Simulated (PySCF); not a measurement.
# TbC: from the state search to spectroscopic constants

Aim: find the lowest electronic state of TbC, scan its bond at several levels of theory, and get bond length, wavenumber and dissociation energy from each curve.

Computed with PySCF 2.14.0. Level: Tb x2c-TZVPall, C x2c-TZVPall, spin-free X2C with a Gaussian nucleus.

**1. Set-up**

Settings of the job:

- atoms: Tb, C
- charge: 0
- basis: Tb x2c-TZVPall, C x2c-TZVPall
- Hamiltonian: spin-free X2C with a Gaussian nucleus
- basis functions: 135
- electrons treated: 71
- masses in u: 158.9253, 12.0000
- levels: PBE0, PBE, r²SCAN, B3LYP, r²SCANh, HF, MP2, SCS-MP2
- grid: 80 radial by 434 angular points
- occupations: held fixed by the projection of orbital angular momentum
- dissociation limit: Tb + C, each in its ground configuration
- starting distance in angstrom: 2.047
- values of 2S to try: 3, 5, 7, 9

Run with:

```
$ OMP_NUM_THREADS=4 python dia.py task.json out
```

The runs that follow: PBE0 along the bond; Higher solutions at PBE0; PBE (GGA); r²SCAN; B3LYP (global hybrid GGA); r²SCANh; UHF (mean field).

What does the calculation give? Wanted: for each run, Re; ωe; De; μ.

**Answer**, as computed:

Lowest PBE0 solution found, without spin–orbit coupling: decet, unpaired electrons σ ↑↑↑, π ↑↑↑, δ ↑, φ ↑↑, about 8.1 electrons in the 4f shell (Mulliken). State 2 has its PBE0 minimum 0.17 eV higher, as a spin-mixed determinant (⟨S²⟩ = 10.70), so this is no gap between pure states. The other levels ran on the lowest alone.

| level | Re (Å) | ωe (cm⁻¹) | De (eV) | μ (D) |
| --- | --- | --- | --- | --- |
| UHF | 2.036 | 738 | 4.89 | -5.46 |
| UHF-MP2 | 1.991 | 761 | 4.02 | n/a |
| PBE | 2.070 | 575 | 3.39 | -4.38 |
| r²SCAN | 2.037 | 619 | 3.76 | -4.49 |
| r²SCANh | 2.009 | 713 | 3.79 | -4.63 |
| B3LYP | 2.025 | 703 | 2.99 | -4.80 |
| PBE0 | 2.004 | 732 | 3.59 | -4.72 |

De is counted to Tb + C in their ground configurations. A positive dipole means Tb(−)C(+). No constants: UHF-SCS-MP2 (the points don't follow one smooth fit).

The methods spread over 0.079 Å in bond length, from UHF-MP2 to PBE. Among the levels with a De in the table, it runs from 2.99 eV (B3LYP) to 4.89 eV (UHF).

Correlated steps freeze 19 core orbitals. Spin–orbit coupling is left out, which matters for elements this heavy, above all for dissociation energies. With d or f electrons several states lie close, and the lowest PBE0 determinant need not be the measured ground state. With spin–orbit coupling the term label itself may not hold.
